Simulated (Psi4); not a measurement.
# PBE/def2-QZVPP (density fitting, core potential, sweep point 6) run of SnSe (SMILES [Se][Sn])

We compute a geometry optimisation of SnSe. 

The results are computed with Psi4 1.11.

### Step 1. The system as given

SnSe has 2 atoms, charge 0, and is taken as a singlet. As SMILES, `[Se][Sn]`. The coordinates come from a PBE0-D4/def2-TZVP relaxation. The run starts from this shape.

Bond lengths: Se1–Sn2 2.325 Å.

### Step 2. A geometry optimisation at PBE/def2-QZVPP (density fitting, core potential, sweep point 6)

input.inp

```
memory 1.6 GB

molecule mol {
  Se     0.00000000     0.00000000     0.01233991
  Sn     0.00000000     0.00000000     4.40648227
  units au
  symmetry c1
}

set globals {
  puream               true
  scf_type             df
  dft_radial_points    99
  dft_spherical_points 590
  g_convergence        gau_tight
  geom_maxiter         50
}

optimize('pbe/def2-QZVPP')
```

Launch:

```
psi4 input.inp input.out -n 1
```

Q: Predict the results. Wanted: total energy at the end; dipole moment; HOMO energy; LUMO energy; HOMO–LUMO gap; bond length.

Computed results:

Level: PBE/def2-QZVPP (density fitting, core potential, sweep point 6).

| quantity | value |
| --- | --- |
| total energy at the end | -2615.61008 Eh |
| dipole moment | 2.89 D |
| HOMO energy | -6.10 eV |
| LUMO energy | -3.25 eV |
| HOMO–LUMO gap | 2.85 eV |
| bond length | 2.354 Å |

At the final geometry: Bond lengths: Se1–Sn2 2.354 Å. The optimisation took 5 steps and changed the energy by -0.008 eV.
